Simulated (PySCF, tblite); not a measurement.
# 4-(3-pentyl)pyridine: geometry, infrared bands, NMR shifts, spin-spin couplings and electronic excitations

Aim: predict the infrared bands, NMR shifts, spin-spin couplings and electronic excitations of 4-(3-pentyl)pyridine (`CCC(CC)c1ccncc1`).

Programs: tblite 0.8.0 and PySCF 2.14.0, with density-fitted response routines of our own. Each step states its level of theory. These are calculated values for one molecule in the gas phase, unless marked as measured. Atoms count from 0, in the outputs and in this text.

### 1 Starting geometry

26 atoms, charge 0, multiplicity 1; geometry from: force field or distance geometry start.

Bonds of the start (Å): C0–C1 1.53, C1–C2 1.55, C2–C3 1.55, C3–C4 1.51, C2–C5 1.51, C5–C6 1.40, C6–C7 1.39, C7–N8 1.35, N8–C9 1.36, C9–C10 1.39, C10–C5 1.40, C0–H11 1.08, C0–H12 1.09, C0–H13 1.10, C1–H14 1.11, C1–H15 1.09, C2–H16 1.10, C3–H17 1.09, C3–H18 1.11, C4–H19 1.09, C4–H20 1.09, C4–H21 1.10, C6–H22 1.07, C7–H23 1.09, C9–H24 1.09, C10–H25 1.09.

### 2 Geometry optimisation with GFN2-xTB

What the job is given:

```
{"job": {"kind": "relax", "xc": "GFN2-xTB", "basis": "xTB"}, "charge": 0, "multiplicity": 1}
C     -2.005000    -1.910300    -0.256100
C     -1.923100    -0.501200     0.326200
C     -0.763400     0.332900    -0.267100
C     -0.875800     1.802800     0.222000
C      0.093100     2.740000    -0.460700
C      0.587400    -0.270100     0.010000
C      1.407200    -0.683900    -1.049600
C      2.653900    -1.232000    -0.756600
N      3.135300    -1.401500     0.489800
C      2.328800    -0.991700     1.502400
C      1.074600    -0.431500     1.313200
H     -1.135600    -2.511400    -0.012100
H     -2.123600    -1.866200    -1.334100
H     -2.884700    -2.426400     0.146800
H     -1.817400    -0.573400     1.427000
H     -2.875500     0.003600     0.161900
H     -0.927300     0.360600    -1.355000
H     -1.893900     2.159000     0.050600
H     -0.712200     1.852900     1.319600
H     -0.037100     2.713300    -1.547600
H      1.132000     2.498600    -0.238300
H     -0.081100     3.772300    -0.132800
H      1.093400    -0.581700    -2.065500
H      3.299400    -1.578600    -1.558200
H      2.742800    -1.125600     2.498100
H      0.486700    -0.128000     2.184900
```

Run with:

```bash
> OMP_NUM_THREADS=2 python probes_run.py task.json out
```

One launch serves the whole session: the jobs run in the order shown.

**Question.** This job is followed by: GFN2-xTB harmonic vibrations, gas phase; PBE0-D3(BJ)/def2-SVP geometry optimisation, gas phase; GIAO PBE0/pcSseg-1 NMR shielding, non-relativistic, gas phase; B3LYP/pcJ-1 indirect spin-spin coupling, non-relativistic, gas phase; TDDFT wB97X-D/def2-SVPD, vertical, gas phase, core orbitals frozen in the response; GIAO mPW1PW91/pcSseg-1 NMR shielding, non-relativistic, gas phase. What will the session give for the following? strongest single infrared mode (GFN2-xTB); zero-point energy (GFN2-xTB); rotational constants (main isotopes); ¹³C shifts against TMS (PBE0/pcSseg-1, means over atoms taken as alike); ¹H shifts against TMS (PBE0/pcSseg-1, means over atoms taken as alike); ¹⁵N shifts against NH3 (PBE0/pcSseg-1); largest coupling of the table (B3LYP/pcJ-1); lowest singlet (wB97X-D/def2-SVPD); brightest single state of those computed; lowest triplet; range of the shift of N8.

As calculated:

```
                                                               quantity                                      value
                              strongest single infrared mode (GFN2-xTB)                      1588 cm⁻¹, 104 km/mol
                                           zero-point energy (GFN2-xTB)                             141.6 kcal/mol
                                   rotational constants (main isotopes)                       1.44, 0.85, 0.68 GHz
¹³C shifts against TMS (PBE0/pcSseg-1, means over atoms taken as alike)  159.6, 156.0, 128.8, 52.9, 34.2, 14.2 ppm
 ¹H shifts against TMS (PBE0/pcSseg-1, means over atoms taken as alike)     8.71, 7.02, 1.87, 1.54, 1.46, 0.68 ppm
                                 ¹⁵N shifts against NH3 (PBE0/pcSseg-1)                                  358.1 ppm
                            largest coupling of the table (B3LYP/pcJ-1)                   ¹J(C,H) C7–H23, 185.1 Hz
                                     lowest singlet (wB97X-D/def2-SVPD)                5.11 eV (243 nm), f = 0.005
                               brightest single state of those computed                state 6, 7.19 eV, f = 0.700
                                                         lowest triplet                                    4.34 eV
                                               range of the shift of N8                         357.6 to 358.1 ppm
```

**Reading.** The optimisation took 49 steps and gained 0.123 eV; among the close pairs (by a distance rule), N8–C9 changed most, from 1.358 to 1.322 Å (GFN2-xTB). No mode is imaginary among the 72: a minimum at this level. The strongest single mode, at 1588 cm⁻¹, has its largest shares on C6, C10, C9 and C7 (the list is cut at 4 atoms). Unscaled tight-binding wavenumbers are off by several per cent, some by more. Its intensities can rank the bands wrongly. Relaxing lowered the energy by 0.204 eV in 8 steps; the close pair that moved most is C0–H11, from 1.063 to 1.101 Å (PBE0/def2-SVP). No frequency check was run at this level, so the end point may be a saddle. At PBE0/pcSseg-1: The widest tensor belongs to N8: span 708 ppm, with a paramagnetic part of -426 ppm. NICS(1)zz of -28 ppm above the planar ring from C5 marks a diatropic (aromatic) ring current. Of the pairs tabulated at B3LYP/pcJ-1, C7–H23 (mean over like pairs) couples most strongly (185.1 Hz; Fermi contact 184.4 Hz). Couplings across rotatable bonds belong to this one conformer; where others are populated, the observed values are averages. The first singlet state (HOMO→LUMO 0.97) lies at 5.11 eV and is weak; of the 10 states computed, the strongest absorption comes from state 6 at 7.19 eV. The lowest triplet lies 0.77 eV below the lowest singlet (triplets in Tamm-Dancoff, singlets in full TDDFT). Across the 2 runs the shift of N8 moves most, between 357.6 (mPW1PW91/pcSseg-1) and 358.1 ppm (PBE0/pcSseg-1).
